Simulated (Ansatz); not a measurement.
**CH3ClGa radical: small, medium and large basis sets**

One table from this session's results is given with a row withheld; the runs are named, their logs left out.

Computed with Ansatz 0.2.0, Gaussian basis. Level: one geometry, several basis sets.

The runs, in order: PBE0-D4/def2-SVP; ωB97M-V/def2-SVP; PBE0-D4/def2-QZVPP; ωB97M-V/def2-QZVPP; the functionals' def2-TZVPP values are taken from earlier runs.

## The relaxed structure

An earlier PBE0-D4 in a triple-zeta def2 set relaxation fixed the geometry.

SMILES `[CH3][Ga][Cl]`, 6 atoms, charge 0, spin multiplicity 2.

Atoms are counted from 1 here; the program's logs count them from 0.

Bond lengths: C1–Ga2 2.001 Å, C1–H4 1.092 Å, C1–H5 1.092 Å, C1–H6 1.088 Å, Ga2–Cl3 2.184 Å. Angles: Ga2–C1–H4 107.3°, Ga2–C1–H5 107.3°, Ga2–C1–H6 111.8°, H4–C1–H5 109.3°, H4–C1–H6 110.5°, H5–C1–H6 110.5°, C1–Ga2–Cl3 114.5°.

The first run:

Contents of in.yaml:

```yaml
crystal:
  periodic: [false, false, false]
  atoms:
    - {symbol: C, position_ang: [-0.431531, 0.474840, -0.328261]}
    - {symbol: Ga, position_ang: [0.371793, -0.376738, 1.294469]}
    - {symbol: Cl, position_ang: [1.780653, -1.989921, 0.868892]}
    - {symbol: H, position_ang: [-0.944302, -0.310795, -0.887331]}
    - {symbol: H, position_ang: [0.390956, 0.868246, -0.929528]}
    - {symbol: H, position_ang: [-1.125470, 1.270470, -0.064441]}
basis:
  gaussian: {orbitals: def2-SVP}
magnetization: {spin_polarized: true, initial_magnetization: 1}
hamiltonian: {xc: pbe0, dispersion: d4}
output: {orbitals: {seedname: orbitals}}
```

Among the steps run: PBE0-D4 in def2-SVP; ωB97M-V in def2-SVP; PBE0-D4 in def2-QZVPP; ωB97M-V in def2-QZVPP.

One table of the session follows, with a row left open; its other results are not shown here.

It belongs to the step «Functionals by basis». 

| functional | basis | HOMO (eV) | LUMO (eV) |
| --- | --- | --- | --- |
| PBE0-D4 | def2-SVP | -5.87 | -2.80 |
| PBE0-D4 | def2-TZVPP | ? | ? |
| PBE0-D4 | def2-QZVPP | -6.00 | -2.93 |
| ωB97M-V | def2-SVP | -7.83 | -1.14 |
| ωB97M-V | def2-TZVPP | -7.93 | -1.23 |
| ωB97M-V | def2-QZVPP | -7.98 | -1.34 |

Q: Estimate the row for PBE0-D4, def2-TZVPP from the others.

The run gave: HOMO (eV): -5.96; LUMO (eV): -2.88. In the column «HOMO (eV)» it lies between PBE0-D4, def2-QZVPP (-6.00) and PBE0-D4, def2-SVP (-5.87).
